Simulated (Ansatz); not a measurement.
# C₂H₇NOSn: up Jacob's ladder to CCSD(T)

One table from this session's results is given with a row withheld; the runs are named, their logs left out.

The runs use Ansatz 0.2.0, Gaussian basis; functionals in def2-TZVPP, the program's frozen cores in correlated methods.

Levels to be run: LDA (SPW92), PBE-D4, revPBE-D4, BLYP-D4, r2SCAN-D4, B97M-V, PBE0-D4, B3LYP-D4, r2SCANh-D4, r2SCAN0-D4, HSE06-D4, BHLYP-D4, CAM-B3LYP-D4, LC-ωPBE, ωB97X-V, ωB97M-V, B2PLYP, PBE-QIDH; CCSD(T)/def2-SVP; CCSD(T)/def2-TZVPP; MP2/def2-QZVPP; extrapolation to the limit; RPA on PBE.

**The geometry**

An earlier PBE0-D4 in a triple-zeta def2 set relaxation fixed the geometry. Sn takes the def2 core potential; no spin-orbit term is included.

12 atoms, charge 0, spin multiplicity 1.

Atoms are counted from 1 here; the program's logs count them from 0.

Bond lengths: C1–O2 1.402 Å, C1–H6 1.099 Å, C1–H7 1.099 Å, C1–H8 1.094 Å, O2–Sn3 1.971 Å, Sn3–C4 2.161 Å, Sn3–H9 1.711 Å, Sn3–H10 1.711 Å, C4–N5 1.260 Å, C4–H11 1.094 Å, N5–H12 1.024 Å. Angles: O2–C1–H6 112.5°, O2–C1–H7 112.5°, O2–C1–H8 108.5°, H6–C1–H7 107.9°, H6–C1–H8 107.6°, H7–C1–H8 107.6°, C1–O2–Sn3 122.1°, O2–Sn3–C4 93.9°, O2–Sn3–H9 108.1°, O2–Sn3–H10 108.0°, C4–Sn3–H9 116.9°, C4–Sn3–H10 116.9°, H9–Sn3–H10 110.9°, Sn3–C4–N5 120.8°, Sn3–C4–H11 121.3°, N5–C4–H11 117.9°, C4–N5–H12 111.9°.

Set-up of the first run:

File in.yaml:

```yaml
crystal:
  periodic: [false, false, false]
  atoms:
    - {symbol: C, position_ang: [-2.059935, 0.173440, -0.357178]}
    - {symbol: O, position_ang: [-0.688927, 0.430424, -0.216746]}
    - {symbol: Sn, position_ang: [0.592560, -0.974927, 0.302051]}
    - {symbol: C, position_ang: [2.291590, 0.359671, 0.281543]}
    - {symbol: N, position_ang: [2.151229, 1.578426, -0.007128]}
    - {symbol: H, position_ang: [-2.518821, -0.180354, 0.576655]}
    - {symbol: H, position_ang: [-2.269829, -0.569258, -1.139467]}
    - {symbol: H, position_ang: [-2.560610, 1.104231, -0.640799]}
    - {symbol: H, position_ang: [0.553997, -2.197037, -0.895126]}
    - {symbol: H, position_ang: [0.111624, -1.593483, 1.823628]}
    - {symbol: H, position_ang: [3.297896, 0.001847, 0.520333]}
    - {symbol: H, position_ang: [1.176127, 1.811820, -0.213868]}
basis:
  gaussian: {orbitals: def2-TZVPP}
hamiltonian: {xc: lda}
output: {orbitals: {seedname: orbitals}}
```

Steps of the session up to this table: LDA; PBE-D4 (GGA); revPBE-D4 (GGA); BLYP-D4 (GGA); r2SCAN-D4 (meta-GGA); B97M-V (meta-GGA); PBE0-D4 (hybrid); B3LYP-D4 (hybrid); r2SCANh-D4 (hybrid); r2SCAN0-D4 (hybrid); HSE06-D4 (hybrid); BHLYP-D4 (hybrid); CAM-B3LYP-D4 (range-separated); LC-ωPBE (range-separated); ωB97X-V (range-separated); ωB97M-V (range-separated); B2PLYP (double hybrid); PBE-QIDH (double hybrid).

One of the session's tables, all rows but one given; the rest of the session is left out.

It belongs to the step «Frontier levels by functional». 

| functional | HOMO (eV) | gap (eV) |
| --- | --- | --- |
| LDA (SPW92) | -5.85 | 3.63 |
| PBE-D4 | -5.74 | 3.75 |
| revPBE-D4 | -5.69 | 3.80 |
| BLYP-D4 | -5.64 | 3.79 |
| r2SCAN-D4 | -5.98 | 4.19 |
| B97M-V | -6.10 | 4.40 |
| PBE0-D4 | ? | ? |
| B3LYP-D4 | -6.82 | 5.70 |
| r2SCANh-D4 | -6.46 | 5.08 |
| r2SCAN0-D4 | -7.19 | 6.42 |
| HSE06-D4 | -6.62 | 5.36 |
| BHLYP-D4 | -8.24 | 8.28 |
| CAM-B3LYP-D4 | -8.34 | 8.55 |
| LC-ωPBE | -9.62 | 10.94 |
| ωB97X-V | -9.32 | 10.48 |
| ωB97M-V | -9.22 | 10.04 |

Estimate the missing values for PBE0-D4.

As computed: HOMO (eV): -7.01; gap (eV): 6.15. In the column «HOMO (eV)» it lies between r2SCAN0-D4 (-7.19) and B3LYP-D4 (-6.82).
